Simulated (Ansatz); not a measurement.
# C2H7GeNO: a ladder of functionals and wavefunction methods

An exercise on one series of results from a longer session: the logs are not shown, and one member is left open.

Computed with Ansatz 0.2.0, Gaussian basis. Level: functionals in def2-TZVPP, the program's frozen cores in correlated methods.

Plan: PBE-D4, r2SCAN-D4, PBE0-D4, B3LYP-D4, ωB97X-V, ωB97M-V, B2PLYP; CCSD(T)/def2-TZVPP; MP2/def2-QZVPP; extrapolation to the limit.

## The geometry

All runs share one geometry, relaxed beforehand with PBE0-D4 in a triple-zeta def2 set.

SMILES `C[C](=N)[GeH2][OH]`, 12 atoms, charge 0, spin multiplicity 1.

Atoms are counted from 1 here; the program's logs count them from 0.

Bond lengths: C1–C2 1.494 Å, C1–H6 1.095 Å, C1–H7 1.091 Å, C1–H8 1.095 Å, C2–N3 1.265 Å, C2–Ge4 1.976 Å, N3–H9 1.023 Å, Ge4–O5 1.787 Å, Ge4–H10 1.541 Å, Ge4–H11 1.543 Å, O5–H12 0.958 Å. Angles: C2–C1–H6 110.6°, C2–C1–H7 110.1°, C2–C1–H8 110.6°, H6–C1–H7 109.3°, H6–C1–H8 106.8°, H7–C1–H8 109.3°, C1–C2–N3 120.7°, C1–C2–Ge4 119.3°, N3–C2–Ge4 120.0°, C2–N3–H9 111.3°, C2–Ge4–O5 100.8°, C2–Ge4–H10 113.2°, C2–Ge4–H11 113.7°, O5–Ge4–H10 109.5°, O5–Ge4–H11 109.3°, H10–Ge4–H11 109.9°, Ge4–O5–H12 113.5°.

Geometry (Å):

```
C    -1.8779    0.2232   -0.0781
C    -0.4452    0.2120   -0.4998
N    -0.1094    0.5993   -1.6562
Ge    0.9314   -0.4226    0.7681
O     2.3880   -0.3676   -0.2649
H    -2.0148    0.8540    0.8061
H    -2.5048    0.5974   -0.8889
H    -2.2053   -0.7843    0.1978
H     0.9017    0.5288   -1.7921
H     0.6952   -1.8685    1.2475
H     1.1314    0.5073    1.9835
H     3.1863   -0.1339    0.2110
```

Set-up of the first run:

The input, in.yaml:

```yaml
crystal:
  periodic: [false, false, false]
  atoms:
    - {symbol: C, position_ang: [-1.877904, 0.223153, -0.078132]}
    - {symbol: C, position_ang: [-0.445163, 0.212036, -0.499755]}
    - {symbol: N, position_ang: [-0.109383, 0.599337, -1.656224]}
    - {symbol: Ge, position_ang: [0.931409, -0.422648, 0.768095]}
    - {symbol: O, position_ang: [2.387971, -0.367589, -0.264944]}
    - {symbol: H, position_ang: [-2.014785, 0.854043, 0.806121]}
    - {symbol: H, position_ang: [-2.504755, 0.597376, -0.888855]}
    - {symbol: H, position_ang: [-2.205256, -0.784347, 0.197792]}
    - {symbol: H, position_ang: [0.901742, 0.528752, -1.792068]}
    - {symbol: H, position_ang: [0.695157, -1.868499, 1.247473]}
    - {symbol: H, position_ang: [1.131436, 0.507331, 1.983459]}
    - {symbol: H, position_ang: [3.186331, -0.133946, 0.211036]}
basis:
  gaussian: {orbitals: def2-TZVPP}
hamiltonian: {xc: pbe, dispersion: d4}
output: {forces: true, orbitals: {seedname: orbitals}}
```

Launch:

```
$ ansatz run in.yaml --threads 4 --pin off --events-out ev --progress --plain --max-ram 10444MiB
```

Among the steps run: PBE-D4 (GGA); r2SCAN-D4 (meta-GGA); PBE0-D4 (hybrid); B3LYP-D4 (hybrid); ωB97X-V (range-separated); ωB97M-V (range-separated); B2PLYP (double hybrid); CCSD(T) in def2-TZVPP; MP2 in def2-QZVPP.

One table of the session follows, with a row left open; its other results are not shown here.

| method | atomisation energy (kJ/mol) |
| --- | --- |
| PBE-D4 | 4457.3 |
| r2SCAN-D4 | 4361.7 |
| PBE0-D4 | 4355.9 |
| B3LYP-D4 | 4359.0 |
| ωB97X-V | 4375.4 |
| ωB97M-V | 4362.2 |
| B2PLYP | 4315.7 |
| HF/def2-TZVPP | 3035.5 |
| MP2/def2-TZVPP | 4318.2 |
| CCSD/def2-TZVPP | ? |
| CCSD(T)/def2-TZVPP | 4258.6 |
| MP2/CBS | 4429.9 |
| CCSD(T)/CBS | 4370.3 |

Estimate the missing values for CCSD/def2-TZVPP.

The run gave: atomisation energy (kJ/mol): 4184.1. In the column «atomisation energy (kJ/mol)» it lies between HF/def2-TZVPP (3035.5) and CCSD(T)/def2-TZVPP (4258.6).

Limits of these values: Free atoms (2 C, 1 N, 1 Ge, 1 O, 7 H) were run apart at each level; the atomisation energy is their sum less the molecule, without zero-point or spin-orbit terms.
